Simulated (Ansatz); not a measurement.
# SbH (singlet): the correlation ladder at distance Sb1–H2 = 3.734 Å, def2-SVP

Aim: climb from Hartree-Fock through coupled cluster and multireference methods for SbH (singlet) at one geometry and basis, and see what each rung misses.

Program: Ansatz 0.2.0, Gaussian basis. Level of theory: def2-SVP, core rule «outside noble gas», up to 9 orbitals frozen. These are calculated values, not measurements.

To be run: UHF; CCSD(T) on RHF; CCSD(T) on UHF; BCCD(T) on RHF; CISD; CCSDT(Q) on RHF; CCSDT(Q) on UHF; CISDTQ; CCSDTQ on RHF; CASSCF and MRCISD+Q, 2 electrons in 2 orbitals; CASSCF and NEVPT2, 2 electrons in 2 orbitals; CASSCF and MRCISD+Q, 6 electrons in 5 orbitals; CASSCF and NEVPT2, 6 electrons in 5 orbitals; Full CI.

22 further runs of the same task are left out: 18 that didn't finish, 4 set aside as unsound or not needed.

### Step 1. What is computed

The geometry derives from a PBE0/def2-TZVP stationary point (not a proven minimum). One bond is set to the value named and the two fragments are kept rigid. No spin-orbit coupling is included. Elements past krypton take def2 core potentials.

2 atoms, charge 0, spin multiplicity 1.

Atoms are counted from 1 here; the program's logs count them from 0.

No contacts short enough for the rule that draws bonds.

### Step 2. UHF

File in.yaml:

```yaml
crystal:
  periodic: [false, false, false]
  atoms:
    - {symbol: Sb, position_ang: [0.000000, 0.000000, 0.000000]}
    - {symbol: H, position_ang: [0.000000, 0.000000, 3.734000]}
basis:
  gaussian: {orbitals: def2-SVP}
magnetization: {spin_polarized: true, initial_magnetization: 0}
hamiltonian: {xc: hf}
output: {orbitals: {seedname: orbitals}}
```

On the command line:

```
ansatz run in.yaml --threads 1 --pin off --events-out ev --progress --plain --max-ram 2393MiB
```

The runs that follow: CCSD(T) on RHF; CCSD(T) on UHF; BCCD(T) on RHF; CISD; CCSDT(Q) on RHF; CCSDT(Q) on UHF; CISDTQ; CCSDTQ on RHF; CASSCF and MRCISD+Q, 2 electrons in 2 orbitals; CASSCF and NEVPT2, 2 electrons in 2 orbitals; CASSCF and MRCISD+Q, 6 electrons in 5 orbitals; CASSCF and NEVPT2, 6 electrons in 5 orbitals; Full CI.

Before running them: what should the planned runs give, taken together? Wanted: FCI below the RHF energy; RMP2 from FCI; UMP2 from FCI; RCCSD from FCI; RCCSD(T) from FCI; UCCSD(T) from FCI; RCCSDT(Q) from FCI; UCCSDT(Q) from FCI; NEVPT2 valence from FCI.

**Answer**, as computed:

| quantity | value |
| --- | --- |
| FCI below the RHF energy | -5.2128 eV |
| RMP2 from FCI | +2264.8 meV |
| UMP2 from FCI | -83.3 meV |
| RCCSD from FCI | +472.5 meV |
| RCCSD(T) from FCI | -3.1 meV |
| UCCSD(T) from FCI | -1048.4 meV |
| RCCSDT(Q) from FCI | -21.8 meV |
| UCCSDT(Q) from FCI | +10.6 meV |
| NEVPT2 valence from FCI | +412.3 meV |
| MRCISD+Q valence from FCI | -36.5 meV |
| levels within 1 kcal/mol (43 meV) | RCCSD(T), BCCD(T), RCCSDT, UCCSDT, RCCSDT(Q), UCCSDT(Q), RCCSDTQ, MRCISD+Q valence |
| T1 diagnostic | 0.086 |
| effectively unpaired electrons | 3.71 |

RCCSD(T) misses by -3.1 meV, 0.1 % of the correlation energy. CCSD(T) misses by -3.1 meV on the restricted determinant and by -1048.4 meV on the unrestricted one; the two need not hold the same state or core. UMP2, UCCSD, RCCSD(T), UCCSD(T), RCCSDT(Q), MRCISD+Q valence fall below full CI: unrestricted runs freeze a spin-polarised core, another one than full CI's, and coupled cluster isn't variational. The occupations show strong static correlation (3.7 unpaired electrons where one determinant has 0). Coupled cluster on one determinant still stays close here. Of the multireference levels listed MRCISD+Q valence comes nearest in total energy (-36.5 meV), which doesn't show that its space is the better one. These misses are within one basis, not against nature.
